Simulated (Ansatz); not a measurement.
# ScIn3N2: the cost of one run

Computed with Ansatz 0.2.0 (DFT PBE, scalar-relativistic, plane waves, PAW, unless a step names another level, unless a step's input says otherwise).

2 further runs of the same task are left out: 1 that didn't finish, 1 set aside as unsound or not needed.

### Step 1. The structure to begin with

It takes space group P-3m1 (No. 164, trigonal). The conventional cell has a = 3.305 Å, b = 3.305 Å, c = 11.317 Å, α = 90.00°, β = 90.00°, γ = 120.00°. Sc (site symmetry -3m) is surrounded by 6 N at 2.27 Å. In (site symmetry 3m) has 3 N at 2.38 Å as nearest neighbours. Around In (site symmetry -3m) lie 12 In at 3.31 to 3.56 Å. N (site symmetry 3m) has 3 Sc at 2.27 Å and 3 In at 2.38 Å as nearest neighbours.

As a file:

```cif
data_structure
_symmetry_space_group_name_H-M 'P 1'
_symmetry_Int_Tables_number 1
_cell_length_a 3.3055
_cell_length_b 3.3055
_cell_length_c 11.3168
_cell_angle_alpha 90.000
_cell_angle_beta 90.000
_cell_angle_gamma 120.000
_cell_volume 107.08
loop_
_atom_site_label
_atom_site_type_symbol
_atom_site_fract_x
_atom_site_fract_y
_atom_site_fract_z
_atom_site_occupancy
Sc1 Sc 0.00000 0.00000 0.00000 1
In1 In 0.66667 0.33333 0.23446 1
In2 In 0.33333 0.66667 0.76554 1
In3 In 0.00000 0.00000 0.50000 1
N1 N 0.66667 0.33333 0.89148 1
N2 N 0.33333 0.66667 0.10852 1
```

It came out lowest among 26 distinct ends of the trial cells. At a tolerance of 0.05 Å it has space group P-3m1 (No. 164).

### Step 2. Tight relaxation for the response runs, on the response runs' mesh and smearing

input.yaml

```yaml
crystal:
  lattice:
    - [3.3054860842, 0.0, 0.0]
    - [-1.6527430421, 2.8626349208, 0.0]
    - [0.0, 0.0, 11.3168400842]
  atoms:
    - { symbol: Sc, position: [0.0, 0.0, 0.0] }
    - { symbol: In, position: [0.6666666667, 0.3333333333, 0.2344585476] }
    - { symbol: In, position: [0.3333333333, 0.6666666667, 0.7655414524] }
    - { symbol: In, position: [0.0, 0.0, 0.5] }
    - { symbol: "N", position: [0.6666666667, 0.3333333333, 0.8914848001] }
    - { symbol: "N", position: [0.3333333333, 0.6666666667, 0.1085151999] }
basis:
  ecutwfc: 420
kpoints:
  mp_grid: { grid: [12, 12, 4] }
hamiltonian:
  xc: pbe
scf:
  occupations: { method: gaussian, width: 0.1 }
output:
  forces: true
  stress: true
  eigenvalues: true
relax:
  adjacent_minimum: "off"
  f_tol: 0.001
  max_steps: 60
  cell: { stress_tol: 0.01 }
```

Started as:

```sh
$ ansatz run input.yaml --threads 3 --pin off --max-ram 7680MiB --backend cpu --events-out ev --progress --plain --runs-dir out
```

What time and memory should one allow on 3 threads of Intel Xeon 6975P-C (Granite Rapids), shared host?

About 19 s, with a peak of 0.63 GiB.
